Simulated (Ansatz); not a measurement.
**BGaH2O: a ladder of functionals and wavefunction methods**

An exercise on one series of results from a longer session: the logs are not shown, and one member is left open.

Method: functionals in def2-TZVPP, the program's frozen cores in correlated methods; program: Ansatz 0.2.0, Gaussian basis.

Levels to be run: LDA (SPW92), PBE-D4, revPBE-D4, BLYP-D4, r2SCAN-D4, B97M-V, PBE0-D4, B3LYP-D4, r2SCANh-D4, r2SCAN0-D4, HSE06-D4, BHLYP-D4, CAM-B3LYP-D4, LC-ωPBE, ωB97X-V, ωB97M-V, B2PLYP, PBE-QIDH; CCSD(T)/def2-SVP; CCSD(T)/def2-TZVPP; MP2/def2-QZVPP; extrapolation to the limit; RPA on PBE.

## Structure used throughout

The geometry comes from an earlier relaxation with PBE0-D4 in a triple-zeta def2 set; it is a stationary point.

5 atoms, charge 0, spin multiplicity 1.

Atoms are counted from 1 here; the program's logs count them from 0.

Bond lengths: B1–O2 1.334 Å, B1–H4 1.208 Å, B1–H5 1.208 Å, O2–Ga3 1.819 Å. Angles: O2–B1–H4 119.9°, O2–B1–H5 120.0°, H4–B1–H5 120.1°, B1–O2–Ga3 176.7°.

Geometry (Å):

```mol
BGaH2O
  3D, bonds by distance, orders not assigned

  5  4  0  0  0  0  0  0  0  0999 V2000
   -0.5529    0.2639   -0.1969 B   0  0
    0.5697   -0.3314    0.2093 O   0  0
    2.1550   -1.0715    0.7068 Ga  0  0
   -1.6213   -0.1227    0.2125 H   0  0
   -0.5005    1.1879   -0.9731 H   0  0
  1  2  8  0
  1  4  8  0
  1  5  8  0
  2  3  8  0
M  END
```

The first run:

The input, in.yaml:

```yaml
crystal:
  periodic: [false, false, false]
  atoms:
    - {symbol: B, position_ang: [-0.552949, 0.263921, -0.196861]}
    - {symbol: O, position_ang: [0.569654, -0.331369, 0.209270]}
    - {symbol: Ga, position_ang: [2.155004, -1.071459, 0.706800]}
    - {symbol: H, position_ang: [-1.621346, -0.122726, 0.212537]}
    - {symbol: H, position_ang: [-0.500464, 1.187934, -0.973145]}
basis:
  gaussian: {orbitals: def2-TZVPP}
hamiltonian: {xc: lda}
output: {orbitals: {seedname: orbitals}}
```

On the command line:

```bash
$ ansatz run in.yaml --threads 2 --pin off --events-out ev --progress --plain --max-ram 4352MiB
```

Steps of the session up to this table: LDA; PBE-D4 (GGA); revPBE-D4 (GGA); BLYP-D4 (GGA); r2SCAN-D4 (meta-GGA); B97M-V (meta-GGA); PBE0-D4 (hybrid); B3LYP-D4 (hybrid); r2SCANh-D4 (hybrid); r2SCAN0-D4 (hybrid); HSE06-D4 (hybrid); BHLYP-D4 (hybrid); CAM-B3LYP-D4 (range-separated); LC-ωPBE (range-separated); ωB97X-V (range-separated); ωB97M-V (range-separated); B2PLYP (double hybrid); PBE-QIDH (double hybrid).

One table of the session follows, with a row left open; its other results are not shown here.

It belongs to the step «Orbital energies across the functionals». 

| functional | HOMO (eV) | LUMO (eV) | gap (eV) |
| --- | --- | --- | --- |
| LDA (SPW92) | -6.18 | -2.55 | 3.63 |
| PBE-D4 | -6.09 | -2.32 | 3.76 |
| revPBE-D4 | -6.05 | -2.23 | 3.81 |
| BLYP-D4 | ? | ? | ? |
| r2SCAN-D4 | -6.38 | -2.12 | 4.27 |
| B97M-V | -6.41 | -2.20 | 4.21 |
| PBE0-D4 | -7.43 | -1.53 | 5.90 |
| B3LYP-D4 | -7.24 | -1.77 | 5.46 |
| r2SCANh-D4 | -6.88 | -1.83 | 5.05 |
| r2SCAN0-D4 | -7.64 | -1.42 | 6.22 |
| HSE06-D4 | -7.03 | -1.90 | 5.13 |
| BHLYP-D4 | -8.68 | -0.75 | 7.92 |
| CAM-B3LYP-D4 | -8.86 | -0.61 | 8.25 |
| LC-ωPBE | -10.20 | 0.48 | 10.68 |
| ωB97X-V | -9.86 | 0.39 | 10.25 |
| ωB97M-V | -9.74 | 0.22 | 9.96 |

**Question.** Estimate the row for BLYP-D4.

Worked estimate for «HOMO (eV)». Against the share of exact exchange, B3LYP-D4 (0.2, -7.24), BHLYP-D4 (0.5, -8.68) give a slope of -4.80 per unit share; at 0 the line stands at -6.28.

The run gave: HOMO (eV): -6.01; LUMO (eV): -2.25; gap (eV): 3.76. In «HOMO (eV)» the line misses by -0.27.
